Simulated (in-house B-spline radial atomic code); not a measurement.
# Excited states and polarisability of Ti¹⁸⁺ by several methods

An exercise on one series of results from a longer session: the logs are not shown, and one member is left open.

Program: in-house B-spline radial atomic code version 1. Level of theory: linear response of a closed shell, each method with its own adiabatic kernel; spin-free one-electron X2C, finite nucleus; B-spline basis; no spin-orbit coupling, no double excitations; only terms of natural parity, (−1)^L, with L up to 3 are computed. These are calculated values, not measurements, unless marked.

## The system

| Property | Result |
| --- | --- |
| element | titanium (Z = 22) |
| charge | +18 |
| configuration | [He] 2s2 |
| runs | TDHF; PBE; CAM-B3LYP; BHandHLYP; PBEsol |

Outer shells as boxes (Hund's rule):

Ti¹⁸⁺
```
[He] core
2s [↑↓]
```

The first run:

Input settings:

```ini
Z = 22
electrons = 4.0
configuration = [He] 2s2
hamiltonian = x2c
method = hf
box_radius = 6.14
rms_radius = 3.5921
intervals = 68
```

Launch:

```sh
> python run_td.py task.json out
```

task.json lists these runs, among others, and the program works through them in turn.

Among the steps run: TDHF.

One of the session's tables, all rows but one given; the rest of the session is left out.

It belongs to the step «TDHF». The states in eV; those that feel the box are left out:

```
   state  full (eV)  Tamm-Dancoff (eV)
2s→2p ³P     29.648             34.181
2s→2p ¹P     65.758             67.919
2s→3s ³S     759.59             759.62
2s→3s ¹S     767.70             767.73
2s→3p ³P     777.46             777.46
2s→3p ¹P          ?                  ?
2s→3d ³D     787.55             787.56
2s→3d ¹D     794.53             794.55
2s→4s ³S     1019.5             1019.5
2s→4s ¹S     1022.1             1022.1
2s→4p ³P     1026.6             1026.6
2s→4p ¹P     1027.6             1027.6
2s→4d ³D     1030.7             1030.8
2s→4d ¹D     1032.9             1032.9
```

Q: Estimate the row for 2s→3p ¹P from the others.

As computed: full (eV): 780.33; Tamm-Dancoff (eV): 780.33. In the column «full (eV)» it lies between 2s→3p ³P (777.46) and 2s→3d ³D (787.55).
